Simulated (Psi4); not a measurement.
**SnH2Cl (SMILES [Cl][SnH2]): a first try and a second**

Aim: the energy of SnH2Cl at ROBCCD/def2-SV(P) (core potential).

The calculation is run with Psi4 1.11.

## (1) Starting point

The species is SnH2Cl (4 atoms), meant as a doublet with charge 0. As SMILES, `[Cl][SnH2]`. The coordinates come from a PBE0-D4/def2-TZVP relaxation.

Bond lengths: Cl1–Sn2 2.343 Å, Sn2–H3 1.723 Å, Sn2–H4 1.723 Å. Angles: Cl1–Sn2–H3 105.0°, Cl1–Sn2–H4 105.0°, H3–Sn2–H4 111.9°.

## (2) First attempt

The input, calc.inp:

```
memory 1600 MB

molecule molecule1 {
  0 2
  Cl
  Sn 1 2.342808
  H 2 1.723165 1 104.99722
  H 2 1.723117 3 111.86929 1 113.3375
  symmetry d2h
}

set {
  basis def2-SV(P)
  reference rohf
  scf_type pk
  num_frozen_docc 9
}

e_tot, wfn = energy('bccd', return_wfn=True)
```

Command:

```console
$ psi4 calc.inp calc.out -n 1
```

calc.out:

```text
Psi4 1.11 release

Molecule: geometry: Molecule is not complete, please use 'update_geometry'
                    once all variables are set.

RuntimeError:
Fatal Error: User specified point group (D2h) is not a subgroup of the highest detected point group (C1). If this is because the symmetry increased, try to start the calculation again from the last geometry, after checking any symmetry-dependent input, such as DOCC.

Printing out the relevant lines from the Psithon --> Python processed input file:
    core.IO.set_default_namespace("molecule1")
    core.set_global_option("BASIS", "def2-SV(P)")
    core.set_global_option("REFERENCE", "rohf")
    core.set_global_option("SCF_TYPE", "pk")
    core.set_global_option("NUM_FROZEN_DOCC", 9)
--> e_tot, wfn = energy('bccd', return_wfn=True)

!----------------------------------------------------------------------------------!
!                                                                                  !
! Fatal Error: User specified point group (D2h) is not a subgroup of the highest   !
!     detected point group (C1). If this is because the symmetry increased, try to !
!     start the calculation again from the last geometry, after checking any       !
!     symmetry-dependent input, such as DOCC.                                      !
!                                                                                  !
!----------------------------------------------------------------------------------!

    Psi4 run time: 0:00:00.02
```

Run time: 0.91 s. Hardware: 1 thread of AMD EPYC 9R45 (Zen 5), shared host; peak memory 0.13 GiB.

## (3) Reading the log

The program refused the input.

The telling line is `Fatal Error: User specified point group`. Cause: the symmetry typed doesn't match the structure or state. To mend it: no symmetry line in place of d2h.

## (4) The mended input

The input, clh2sn.inp:

```
memory 1600 mb

molecule molecule1 {
  0 2
  Cl
  Sn 1 2.342808
  H 2 1.723165 1 104.99722
  H 2 1.723117 3 111.86929 1 113.3375
}

set {
  basis           def2-SV(P)
  reference       rohf
  scf_type        pk
  num_frozen_docc 9
}

energy('bccd')
```

Command:

```console
$ psi4 -n 1 clh2sn.inp clh2sn.out
```

clh2sn.out:

```text
[...]
    !!!  WARNING: ECP capability is in beta. Please check occupations closely.  !!!
[...]
  Running in c1 symmetry.
[...]
  Nuclear repulsion =  103.714346064033464
[...]
  Multiplicity = 2
[...]
  Nalpha       = 21
  Nbeta        = 20
[...]
    Number of basis functions: 48
[...]
   @ROHF iter   1:  -673.83858706101842   -1.80282e+00   3.22133e-03 DIIS
[...]
   @ROHF iter  11:  -673.86555451250138   -6.59384e-12   4.18554e-09 DIIS
[...]
    Orbital Energies [Eh]
    ---------------------
    Doubly Occupied:
       1A   -104.763711     2A    -10.526229     3A     -8.000711
       4A     -7.998269     5A     -7.998223     6A     -5.899161
       7A     -4.089980     8A     -4.087276     9A     -4.085914
      10A     -1.360945    11A     -1.354857    12A     -1.353963
      13A     -1.350423    14A     -1.348906    15A     -1.048422
      16A     -0.652254    17A     -0.484566    18A     -0.474720
      19A     -0.447673    20A     -0.426703
    Singly Occupied:
      21A     -0.167415
[...]
  @ROHF Final Energy:  -673.86555451250138
   => Energetics <=
    Nuclear Repulsion Energy =            103.7143460640334638
    One-Electron Energy =               -1219.3075399560007099
    Two-Electron Energy =                 441.7276393794659270
    Total Energy =                       -673.8655545125013759
[...]
 Multipole Moments:
 ------------------------------------------------------------------------------------
     Multipole            Electronic (a.u.)      Nuclear  (a.u.)        Total (a.u.)
 ------------------------------------------------------------------------------------
 L = 1.  Multiply by 2.5417464519 to convert [e a0] to [Debye]
 Dipole X            :          2.2113016           -2.0438699            0.1674317
 Dipole Y            :          1.3261846           -1.2257496            0.1004350
 Dipole Z            :         34.6755316          -33.5632720            1.1122596
 Magnitude           :                                                    1.1292661
[...]
      * MP2 total energy                      = -674.080358823361053
[...]
      * CCSD total energy                     = -674.110123430885324
[...]
      * MP2 total energy                      = -674.085810528406682
[...]
      * CCSD total energy                     = -674.109821900669090
[...]
      * MP2 total energy                      = -674.085810706780080
[...]
      * CCSD total energy                     = -674.109821763391096
[...]
```

It took 21 s on 1 thread of AMD EPYC 9R45 (Zen 5), shared host; peak memory 0.2 GiB.

## (5) Summary of results

At ROBCCD/def2-SV(P) (core potential):

| quantity | value |
| --- | --- |
| total energy | -674.10982 Eh |
| correlation energy (9 core orbitals frozen) | -244.3 mEh |
